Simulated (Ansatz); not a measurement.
# CH₅SbSi, SMILES [CH2]1[SiH2][SbH]1: a ladder of basis sets

Program: Ansatz 0.2.0 through its Python package.

`basis_ch5sbsi.py`:
```python
import ansatz
from ase import Atoms


def main() -> None:
    atoms = Atoms(['C', 'Si', 'Sb', 'H', 'H', 'H', 'H', 'H'], positions=[
        (-0.5764, -0.197, -0.6668),
        (0.6813, 0.8179, 0.1916),
        (0.5498, -1.7323, 0.1175),
        (-0.499, -0.0452, -1.7862),
        (-1.6268, -0.0653, -0.2337),
        (0.211, 1.4533, 1.439),
        (1.6651, 1.4456, -0.7341),
        (-0.3128, -1.734, 1.617),
    ])
    geometry = ansatz.Crystal.molecule_from_ase(atoms)

    base = geometry.calculation().functional('b3lyp')

    energies = {}
    for basis in ['def2-SVP', 'def2-SVPD', 'def2-TZVP', 'def2-TZVPP']:
        rep = base.basis(gaussian=basis).run(threads=1).report
        size = rep['n_frozen'] + rep['n_occupied'][0] + rep['n_virtual'][0]
        energies[basis] = (rep['reference_energy_ev'] / 27.211386246, rep['free_energy_ev'] / 27.211386246)
        print(f'{basis:14s} {size:4d} orbitals  reference {energies[basis][0]:14.6f} Ha  total {energies[basis][1]:14.6f} Ha')

    last = energies['def2-TZVPP'][1]
    for basis, (_, total) in energies.items():
        print(f'{basis:14s} lies {27.211386 * (total - last):9.4f} eV above def2-TZVPP')


if __name__ == '__main__':
    main()
```

`python basis_ch5sbsi.py` gives:
```text
def2-SVP         83 orbitals  reference    -570.784786 Ha  total    -570.784786 Ha
def2-SVPD       116 orbitals  reference    -570.789618 Ha  total    -570.789618 Ha
def2-TZVP       148 orbitals  reference    -570.945118 Ha  total    -570.945118 Ha
def2-TZVPP      193 orbitals  reference    -570.946602 Ha  total    -570.946602 Ha
def2-SVP       lies    4.4032 eV above def2-TZVPP
def2-SVPD      lies    4.2718 eV above def2-TZVPP
def2-TZVP      lies    0.0404 eV above def2-TZVPP
def2-TZVPP     lies    0.0000 eV above def2-TZVPP
```

Against def2-SVP: def2-SVPD -4.8 mHa, def2-TZVP -160.3 mHa and def2-TZVPP -161.8 mHa. The last step alone is -1.48 mHa (these two sets differ little on atoms other than hydrogen). From the first set to the last the time grows from 4.5 to 9.8 s.

Reading the output:
- The drop along the ladder measures the basis error, and is no property of the molecule.
- The geometry is a force-field or estimated start, not a minimum of this method, and the last set is no limit. Much of the fall in a total is atomic energy, which cancels in bond and reaction energies.
- def2 sets replace the cores of elements past krypton by effective core potentials.
- b3lyp holds the VWN-RPA fit, as in Gaussian; the form of ORCA and Turbomole is b3lyp5.
- Hardware and time: 29 s on 1 thread of Arm Neoverse N1 (shared host), peak memory 0.4 GiB.
